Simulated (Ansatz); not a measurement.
**WN+ (septet): wave-function methods side by side, def2-QZVPP**

One table from this session's results is given with a row withheld; the runs are named, their logs left out.

Method: def2-QZVPP, core rule «outside noble gas», up to 5 orbitals frozen; program: Ansatz 0.2.0, Gaussian basis.

The runs, in order: UHF; ROHF; CCSD(T) on UHF.

6 further runs of the same task are left out: 6 set aside as unsound or not needed.

### What is computed

The geometry is a PBE0/def2-TZVP stationary point (not a proven minimum) of the parent state, kept for this charge and spin. No spin-orbit coupling is included. Elements past krypton take def2 core potentials.

2 atoms, charge 1, spin multiplicity 7.

Atoms are counted from 1 here; the program's logs count them from 0.

Bond lengths: W1–N2 1.684 Å.

The first run:

File in.yaml:

```yaml
crystal:
  periodic: [false, false, false]
  atoms:
    - {symbol: W, position_ang: [0.000000, 0.000000, 0.000000]}
    - {symbol: N, position_ang: [0.000000, 0.000000, 1.683800]}
basis:
  gaussian: {orbitals: "def2-QZVPP.json"}
total_charge: 1
magnetization: {spin_polarized: true, initial_magnetization: 6}
hamiltonian: {xc: hf}
output: {orbitals: {seedname: orbitals}}
```

The run is started by

```sh
$ ansatz run in.yaml --threads 1 --pin off --events-out ev --progress --plain --max-ram 4096MiB --backend cpu
```

Among the steps run: UHF; ROHF; CCSD(T) on UHF.

One table of the session follows, with a row left open; its other results are not shown here.

```
  method  from UCCSD(T) (meV)
    ROHF              +7282.7
     UHF                    ?
    UMP2               +850.0
   UCCSD               +337.1
UCCSD(T)                    0
```

**Question.** Estimate the row for UHF.

**Answer.** from UCCSD(T) (meV): +7012.7. In the column «from UCCSD(T) (meV)» it lies between UMP2 (+850.0) and ROHF (+7282.7).
